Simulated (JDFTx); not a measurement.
# FSnCl2H in JDFTx: single point with RPBE

Aim: the single point of FSnCl2H with RPBE.

Program: JDFTx 1.7.0 (patched build). These are calculated values, not measurements. Logs are shortened: lines on timing, memory, paths and dates and some standing lists are left out, and cuts for length are marked. The log counts tension as positive stress, the text compression.

### 1 The structure

The cell holds a molecule in a box, 5 atoms: a = 13.000 Å, b = 13.000 Å, c = 12.000 Å, α = 90.00°, β = 90.00°, γ = 90.00°.

### 2 Single point, RPBE

Input file SnHCl2F.in:

```
lattice \
   24.5664396201     0.0000000000     0.0000000000 \
    0.0000000000    24.5664396201     0.0000000000 \
    0.0000000000     0.0000000000    22.6767134955
coords-type Lattice
ion F      0.5439923100     0.4946269200     0.6271416700 1
ion Sn     0.5394384600     0.5307423100     0.4737083300 1
ion Cl     0.5680846200     0.3805730800     0.3785250000 1
ion Cl     0.3737692300     0.5831730800     0.4412916700 1
ion H      0.6282307700     0.6226576900     0.4481750000 1

ion-species pseudo/F.upf
ion-species pseudo/Sn.upf
ion-species pseudo/Cl.upf
ion-species pseudo/H.upf
elec-cutoff 42
elec-ex-corr gga-x-rpbe gga-c-pbe
kpoint 0.5 0.5 0.5 1
kpoint-folding 1 1 1
elec-n-bands 25
electronic-minimize nIterations 100 energyDiffThreshold 1e-07
coulomb-interaction Isolated
coulomb-truncation-embed 0.501000 0.501615 0.502833
core-overlap-check none
converge-empty-states yes
forces-output-coords Cartesian

dump-name run.$VAR
dump End Ecomponents EigStats BandEigs Kpoints Forces Dipole ElecDensity Dtot KEdensity
```

Potentials or basis: PseudoDojo-SR-PBE-0.5-standard with smoothed tails.

Launch:

```bash
$ jdftx -c 1 -i SnHCl2F.in -o SnHCl2F.out
```

Log:

```text
*************** JDFTx 1.7.0 (patched build) ***************

Input parsed successfully to the following command list (including defaults):
[... the input with its defaults ...]

---------- Setting up symmetries ----------

Found 16 point-group symmetries of the bravais lattice
Found 1 space-group symmetries with basis
Applied RMS atom displacement 0 bohrs to make symmetries exact.

---------- Initializing the Grid ----------
R =
[      24.5664            0            0  ]
[            0      24.5664            0  ]
[            0            0      22.6767  ]
unit cell volume = 13685.6
G =
[   0.255763          0          0  ]
[          0   0.255763          0  ]
[          0          0   0.277077  ]
Minimum fftbox size, Smin = [  144  144  136  ]
Chosen fftbox size, S = [  144  144  140  ]

---------- Exchange Correlation functional ----------
Initialized LibXC exchange functional 'Hammer, Hansen, and Norskov'
Initialized LibXC correlation functional 'Perdew, Burke & Ernzerhof'

---------- Setting up pseudopotentials ----------
Width of ionic core gaussian charges (only for fluid interactions / plotting) set to 0

Reading pseudopotential file 'pseudo/F.upf':
  'F' pseudopotential, 'PBE' functional
  Generated using ONCVPSP code by D. R. Hamann
  7 valence electrons, 2 orbitals, 5 projectors, 832 radial grid points, with lMax = 2
    2S    l: 0   occupation:  2.0   eigenvalue: -1.098789
    2P    l: 1   occupation:  5.0   eigenvalue: -0.408344
  Core radius for overlap checks: 1.56 bohrs.

Reading pseudopotential file 'pseudo/Sn.upf':
  'Sn' pseudopotential, 'PBE' functional
  Generated using ONCVPSP code by D. R. Hamann
  14 valence electrons, 3 orbitals, 6 projectors, 1001 radial grid points, with lMax = 2
    4D    l: 2   occupation: 10.0   eigenvalue: -0.949566
    5S    l: 0   occupation:  2.0   eigenvalue: -0.387678
    5P    l: 1   occupation:  2.0   eigenvalue: -0.135764
  Core radius for overlap checks: 2.33 bohrs.

Reading pseudopotential file 'pseudo/Cl.upf':
  'Cl' pseudopotential, 'PBE' functional
  Generated using ONCVPSP code by D. R. Hamann
  7 valence electrons, 2 orbitals, 6 projectors, 1001 radial grid points, with lMax = 2
    3S    l: 0   occupation:  2.0   eigenvalue: -0.760417
    3P    l: 1   occupation:  5.0   eigenvalue: -0.315867
  Core radius for overlap checks: 1.71 bohrs.

Reading pseudopotential file 'pseudo/H.upf':
  'H' pseudopotential, 'PBE' functional
  Generated using ONCVPSP code by D. R. Hamann
  1 valence electrons, 1 orbitals, 3 projectors, 1001 radial grid points, with lMax = 1
    1S    l: 0   occupation:  1.0   eigenvalue: -0.238602
  Core radius for overlap checks: 0.96 bohrs.

Initialized 4 species with 5 total atoms.

Folded 1 k-points by 1x1x1 to 1 k-points.

---------- Setting up k-points, bands, fillings ----------
No reducable k-points.
Computing the number of bands and number of electrons
Calculating initial fillings.
Turning on subspace rotations due to non-scalar fillings.
nElectrons:  36.000000   nBands: 25   nStates: 1

----- Setting up reduced wavefunction bases (one per k-point) -----
average nbasis = 177992.000 , ideal nbasis = 177923.161

---------- Setting up coulomb interaction ----------
Setting up double-sized grid for truncated Coulomb potentials:
R =
[      49.1329            0            0  ]
[            0      49.1329            0  ]
[            0            0      45.3534  ]
unit cell volume = 109485
G =
[   0.127881          0          0  ]
[          0   0.127881          0  ]
[          0          0   0.138538  ]
Chosen fftbox size, S = [  288  288  280  ]
Integer grid location selected as the embedding center:
   Grid: [  72  72  70  ]
   Lattice: [  0.501  0.501615  0.502833  ]
   Cartesian: [  12.3078  12.3229  11.4026  ]
Constructing Wigner-Seitz cell: 6 faces (6 quadrilaterals, 0 hexagons)
Range-separation parameter for embedded mesh potentials due to point charges: 0.521075 bohrs.
Constructing Wigner-Seitz cell: 6 faces (6 quadrilaterals, 0 hexagons)
Gaussian width for range separation: 2.38943 bohrs.
FFT grid for long-range part: [ 288 288 280 ].
Planning fourier transform ... Done.
Computing truncated long-range part in real space ... Done.
Adding short-range part in reciprocal space ... Done.

---------- Allocating electronic variables ----------
Initializing wave functions:  linear combination of atomic orbitals
Note: number of bands (25) exceeds available atomic orbitals (22)
F pseudo-atom occupations:   s ( 2 )  p ( 5 )
Sn pseudo-atom occupations:   s ( 2 )  p ( 2 )  d ( 10 )
Cl pseudo-atom occupations:   s ( 2 )  p ( 5 )
H pseudo-atom occupations:   s ( 1 )
	FillingsUpdate:  mu: -0.177944791  nElectrons: 36.000000
LCAOMinimize: Iter:   0  Etot: -122.1606883065553575  |grad|_K:  2.338e-02  alpha:  1.000e+00
	FillingsUpdate:  mu: -0.187278002  nElectrons: 36.000000
LCAOMinimize: Iter:   1  Etot: -122.2186672914110090  |grad|_K:  1.773e-02  alpha:  1.821e-01  linmin: -2.888e-01  cgtest:  8.975e-01
LCAOMinimize: Encountered beta<0, resetting CG.
LCAOMinimize: 	Predicted alpha/alphaT>3.000000, increasing alphaT to 5.462774e-01.
	FillingsUpdate:  mu: -0.189501228  nElectrons: 36.000000
LCAOMinimize: Iter:   2  Etot: -122.2721715867707957  |grad|_K:  7.108e-03  alpha:  5.391e-01  linmin:  2.201e-01  cgtest: -3.683e-01
	FillingsUpdate:  mu: -0.187301716  nElectrons: 36.000000
LCAOMinimize: Iter:   3  Etot: -122.2732897254525426  |grad|_K:  6.084e-03  alpha:  2.407e-01  linmin: -3.166e-03  cgtest:  9.297e-01
LCAOMinimize: Encountered beta<0, resetting CG.
LCAOMinimize: None of the convergence criteria satisfied after 3 iterations.

-------- Electronic minimization -----------
ElecMinimize: Iter:   0  Etot: -122.273289725452102  |grad|_K:  2.463e-04  alpha:  1.000e+00
	SubspaceRotationAdjust: set factor to 1.04
ElecMinimize: Iter:   1  Etot: -122.402557976354601  |grad|_K:  1.774e-04  alpha:  4.793e-01  linmin:  1.274e-05
	SubspaceRotationAdjust: set factor to 1.32
ElecMinimize: Iter:   2  Etot: -122.456147815581005  |grad|_K:  1.036e-04  alpha:  3.864e-01  linmin: -5.724e-04
	SubspaceRotationAdjust: set factor to 1.77
ElecMinimize: Iter:   3  Etot: -122.479682500916496  |grad|_K:  7.027e-05  alpha:  4.841e-01  linmin: -1.746e-04
	SubspaceRotationAdjust: set factor to 2.08
ElecMinimize: Iter:   4  Etot: -122.490702466857869  |grad|_K:  4.892e-05  alpha:  4.960e-01  linmin:  7.625e-06
	SubspaceRotationAdjust: set factor to 2.22
ElecMinimize: Iter:   5  Etot: -122.494546974755380  |grad|_K:  2.831e-05  alpha:  3.622e-01  linmin: -9.115e-06
	SubspaceRotationAdjust: set factor to 2.33
ElecMinimize: Iter:   6  Etot: -122.495787421610473  |grad|_K:  1.582e-05  alpha:  3.475e-01  linmin:  8.346e-06
	SubspaceRotationAdjust: set factor to 2.6
ElecMinimize: Iter:   7  Etot: -122.496245574847464  |grad|_K:  9.088e-06  alpha:  4.119e-01  linmin:  2.150e-05
	SubspaceRotationAdjust: set factor to 2.72
ElecMinimize: Iter:   8  Etot: -122.496418364068006  |grad|_K:  5.964e-06  alpha:  4.707e-01  linmin:  1.101e-05
	SubspaceRotationAdjust: set factor to 2.87
ElecMinimize: Iter:   9  Etot: -122.496479475135288  |grad|_K:  3.899e-06  alpha:  3.863e-01  linmin:  9.045e-07
	SubspaceRotationAdjust: set factor to 2.88
ElecMinimize: Iter:  10  Etot: -122.496508961186819  |grad|_K:  2.258e-06  alpha:  4.359e-01  linmin:  3.187e-06
	SubspaceRotationAdjust: set factor to 3.03
ElecMinimize: Iter:  11  Etot: -122.496519554355444  |grad|_K:  1.428e-06  alpha:  4.668e-01  linmin:  1.756e-06
	SubspaceRotationAdjust: set factor to 3.17
ElecMinimize: Iter:  12  Etot: -122.496523661690759  |grad|_K:  9.439e-07  alpha:  4.525e-01  linmin:  4.026e-06
	SubspaceRotationAdjust: set factor to 3.22
ElecMinimize: Iter:  13  Etot: -122.496525322544386  |grad|_K:  6.396e-07  alpha:  4.191e-01  linmin:  4.072e-06
	SubspaceRotationAdjust: set factor to 3.26
ElecMinimize: Iter:  14  Etot: -122.496526041145373  |grad|_K:  4.055e-07  alpha:  3.949e-01  linmin:  2.376e-06
	SubspaceRotationAdjust: set factor to 3.3
ElecMinimize: Iter:  15  Etot: -122.496526342964614  |grad|_K:  2.679e-07  alpha:  4.126e-01  linmin:  7.549e-07
	SubspaceRotationAdjust: set factor to 3.41
ElecMinimize: Iter:  16  Etot: -122.496526471087947  |grad|_K:  1.796e-07  alpha:  4.013e-01  linmin: -1.871e-07
	SubspaceRotationAdjust: set factor to 3.53
ElecMinimize: Iter:  17  Etot: -122.496526533326389  |grad|_K:  1.138e-07  alpha:  4.334e-01  linmin:  4.652e-07
	SubspaceRotationAdjust: set factor to 3.55
ElecMinimize: Iter:  18  Etot: -122.496526559636266  |grad|_K:  7.205e-08  alpha:  4.570e-01  linmin:  1.036e-06
ElecMinimize: Converged (|Delta Etot|<1.000000e-07 for 2 iters).
Setting wave functions to eigenvectors of Hamiltonian
Converging empty states (this may take a while): |deigs|: 1.559e-02
WARNING: the partial cores' own exchange and correlation, taken off the total, pulls at atoms by up to 1.2e-03 Eh/a0
   and adds -0.000 GPa to the pressure: cores overlap, or the grid is coarse for them. See exc-core.

# Ionic positions in lattice coordinates:
ion F   0.543992310000000   0.494626920000000   0.627141670000000 1
ion Sn   0.539438460000000   0.530742310000000   0.473708330000000 1
ion Cl   0.568084620000000   0.380573080000000   0.378525000000000 1
ion Cl   0.373769230000000   0.583173080000000   0.441291670000000 1
ion H   0.628230770000000   0.622657690000000   0.448175000000000 1

# Forces in Cartesian coordinates:
force F   0.000519232121213  -0.005659658315431   0.019979862794864 1
force Sn   0.004148457075827   0.007172791583347  -0.010458664804302 1
force Cl   0.002650506685547  -0.011376584402071  -0.006844116291269 1
force Cl  -0.012574550495459   0.004467763793000  -0.002285855646233 1
force H   0.004703579394781   0.004849044259340  -0.001200791527758 1

# Energy components:
   Eewald =      102.8463278818429245
       EH =      207.5673006818243209
     Eloc =     -464.8097206605013412
      Enl =      -20.8883773031146305
      Exc =      -37.0324014956552219
 Exc_core =       14.5618754093741032
       KE =       75.2584689265935651
-------------------------------------
     Etot =     -122.4965265596362656

IonicMinimize: Iter:   0  Etot: -122.496526559636266  |grad|_K:  8.258e-03
IonicMinimize: None of the convergence criteria satisfied after 0 iterations.

#--- Lowdin population analysis ---
# oxidation-state F -0.528
# oxidation-state Sn +1.441
# oxidation-state Cl -0.289 -0.289
# oxidation-state H -0.114

Dumping 'run.eigStats' ...
	eMin: -1.083219 at state 0 ( [ +0.500000 +0.500000 +0.500000 ] spin 0 )
	HOMO: -0.300000 at state 0 ( [ +0.500000 +0.500000 +0.500000 ] spin 0 )
	mu  : -0.147041
	LUMO: -0.113092 at state 0 ( [ +0.500000 +0.500000 +0.500000 ] spin 0 )
	eMax: +0.012641 at state 0 ( [ +0.500000 +0.500000 +0.500000 ] spin 0 )
	HOMO-LUMO gap: +0.186908
	Optical gap  : +0.186908 at state 0 ( [ +0.500000 +0.500000 +0.500000 ] spin 0 )
Done!
[note: without smearing the FillingsUpdate lines are those of the first guess, not of the final state]
```

It took 7.9 min on 1 thread of Arm Neoverse V1, shared host; peak memory 1.4 GiB.

Results:

```
Free energy                     : -3333.3003 eV
Gap between the frontier levels : 5.09 eV
Loewdin charges                 : F -0.53; Sn +1.44; Cl -0.29; H -0.11 e
```

Levels at points of the mesh, in eV from the valence-band top:
| k point | band 13 | band 14 | band 15 | band 16 | band 17 | band 18 | band 19 | band 20 | band 21 | band 22 |
| --- | --- | --- | --- | --- | --- | --- | --- | --- | --- | --- |
| (0.50, 0.50, 0.50) | -1.05 | -0.97 | -0.30 | -0.11 | -0.10 | 0.00 | 5.09 | 6.68 | 6.90 | 7.64 |

Caveat: the shifted mesh misses Γ; the cores' own exchange energy is taken off the total, which shifts forces and pressure where cores overlap; the potentials were made for another functional, which shifts forces and pressure; spin-orbit coupling is left out, which moves the levels of the heavy elements.
